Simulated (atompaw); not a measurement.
# A PAW (atompaw) potential for Ru, from input to tests

Aim: build the potential from the settings below, then test how well it stands in for the atom: scattering, ghost states and the plane-wave cutoff that it needs.

Method: atompaw 4.2.0.5, PBE, scalar-relativistic.

## Step 1: The atom and the settings

The settings as typed:

```
element                 : ruthenium (Ru, Z = 44)
type                    : PAW
frozen core             : [Kr]
valence charge          : 8
reference configuration : 4d7 5s0.5 5p0 (charge +0.5)
partial waves           : 5s (bound): rc 3.00 bohr; 5s channel at 2.5 Ry: rc 2.85 bohr; 5p (bound, empty): rc 3.00 bohr; 5p channel at 2.14 Ry: rc 3.00 bohr; 4d (bound): rc 2.05 bohr; 4d channel at 0.95 Ry: rc 2.05 bohr
local potential         : bessel scheme, radius 2.75 bohr
core correction         : smooth core density matched at 2.65 bohr
augmentation charge     : besselshape compensation charge, radius 2.85 bohr; PAW radius 3.00 bohr; waves and projectors: custom polynom2 7 10 vanderbiltortho
```

## Step 2: The generation run

Input file Ru.input:

```
Ru 44
GGA-PBE scalarrelativistic loggrid 1500 logderivrange -3 5 201
5 5 4 0 0 0
5 0 0.5
5 1 0
4 2 7
0 0 0
c
c
c
c
v
c
c
c
v
c
v
2
3.00 2.85 2.75 2.65
y
2.5
n
y
2.14
n
y
0.95
n
custom polynom2 7 10 vanderbiltortho besselshape
bessel
3.00
2.85
3.00
3.00
2.05
2.05
PWSCFOUT
UPFDX 0.0125d0 UPFXMIN -7.d0 UPFZMESH 44.d0
END
```

Launch:

```sh
$ atompaw < Ru.input > Ru.log
```

Before running it: what results should come out? Wanted: cutoffs for 10 and 1 mRy, occupied levels; bound ghosts; largest phase difference near zero energy, channels read; lowest eigenvalue of the overlap; share of valence orbitals outside the PAW sphere; UPF file.

As calculated:

```
                                                quantity                     value
               cutoffs for 10 and 1 mRy, occupied levels           21 Ry and 30 Ry
                                            bound ghosts                none found
largest phase difference near zero energy, channels read                 0.001 rad
         lowest eigenvalue of the overlap (Bessel basis)                 0.773 (s)
        share of valence orbitals outside the PAW sphere  5s 51 %, 5p 79 %, 4d 7 %
                                                UPF file                   written
```

By its cutoff, 21 Ry for the looser tolerance, it is soft on the atom at that tolerance. The slowest occupied level is 4d: taken alone it needs 21 Ry to come within 1 mRy, against 6 Ry or less for 5s. It is free of bound ghosts as far as tested. Near zero energy the phases of the channels with partial waves agree within 0.001 rad.
